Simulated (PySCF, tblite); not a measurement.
# C₄H₉N₃Si: geometry, infrared bands and NMR shifts

What infrared bands and NMR shifts should C₄H₉N₃Si (`Cc1nn(C)nc1[SiH3]`) show?

The runs use tblite 0.8.0 and PySCF 2.14.0, with density-fitted response routines of our own; the level of theory stands in each step. All values are computed, except where a source is named. Atoms are numbered from 0 throughout.

### 1 The starting structure

17 atoms, charge 0, multiplicity 1; geometry from: force field or distance geometry start.

Bonds of the start (Å): C0–C1 1.46, C1–N2 1.36, N2–N3 1.34, N3–C4 1.46, N3–N5 1.34, N5–C6 1.35, C6–Si7 1.84, C6–C1 1.39, C0–H8 1.13, C0–H9 1.11, C0–H10 1.09, C4–H11 1.10, C4–H12 1.13, C4–H13 1.10, Si7–H14 1.49, Si7–H15 1.44, Si7–H16 1.48.

### 2 Geometry optimisation with GFN2-xTB

Job settings and geometry (Å):

```
{"job": {"kind": "relax", "xc": "GFN2-xTB", "basis": "xTB"}, "charge": 0, "multiplicity": 1}
C     -1.631300    -1.622400    -0.091000
C     -0.446700    -0.762800    -0.089200
N      0.850400    -1.155900    -0.248400
N      1.651800    -0.081000    -0.184100
C      3.110200    -0.097400    -0.303200
N      0.891300     0.997300     0.045100
C     -0.405400     0.616800     0.109200
Si    -1.854300     1.716400     0.406300
H     -2.535200    -1.063200    -0.474000
H     -1.437400    -2.514800    -0.728600
H     -1.811400    -1.991300     0.923100
H      3.432000    -0.317400    -1.336300
H      3.476400     0.943100    -0.072300
H      3.581400    -0.755500     0.442000
H     -2.978300     0.954300     1.020000
H     -2.376700     2.343300    -0.786100
H     -1.523700     2.802600     1.357600
```

Command:

```
$ OMP_NUM_THREADS=1 python probes_run.py task.json out
```

This one command runs all jobs of the session in turn.

**Question.** This job is followed by: GFN2-xTB harmonic vibrations, gas phase; GIAO PBE0/pcSseg-1 NMR shielding, non-relativistic, gas phase. What will the session give for the following? strongest single infrared mode (GFN2-xTB); zero-point energy (GFN2-xTB); 13C shifts against TMS (PBE0/pcSseg-1); 1H shifts against TMS (PBE0/pcSseg-1, means over atoms taken as alike); 15N shifts against NH3 (PBE0/pcSseg-1); 29Si shifts against TMS (PBE0/pcSseg-1).

The runs gave:

```
                                                              quantity                         value
                             strongest single infrared mode (GFN2-xTB)         2222 cm⁻¹, 417 km/mol
                                          zero-point energy (GFN2-xTB)                 78.8 kcal/mol
                                13C shifts against TMS (PBE0/pcSseg-1)  157.6, 137.7, 41.2, 13.6 ppm
1H shifts against TMS (PBE0/pcSseg-1, means over atoms taken as alike)          4.49, 4.20, 2.55 ppm
                                15N shifts against NH3 (PBE0/pcSseg-1)       387.6, 357.8, 272.5 ppm
                               29Si shifts against TMS (PBE0/pcSseg-1)                     -86.8 ppm
```

In words: Over 91 steps the energy fell by 0.499 eV; of the close pairs, C0–H8 changed most, 1.130 to 1.090 Å. No mode is imaginary among the 45: a minimum at this level. The strongest single mode, at 2222 cm⁻¹, moves mainly H14 and H15. GFN2-xTB is a fitted tight-binding method: band positions and strengths are rough. Its intensities can rank the bands wrongly. At PBE0/pcSseg-1: Shielding is most anisotropic at N5 (span 479 ppm, paramagnetic term -448 ppm). NICS(1)zz of -32 ppm above the planar ring from C1 marks a diatropic (aromatic) ring current.
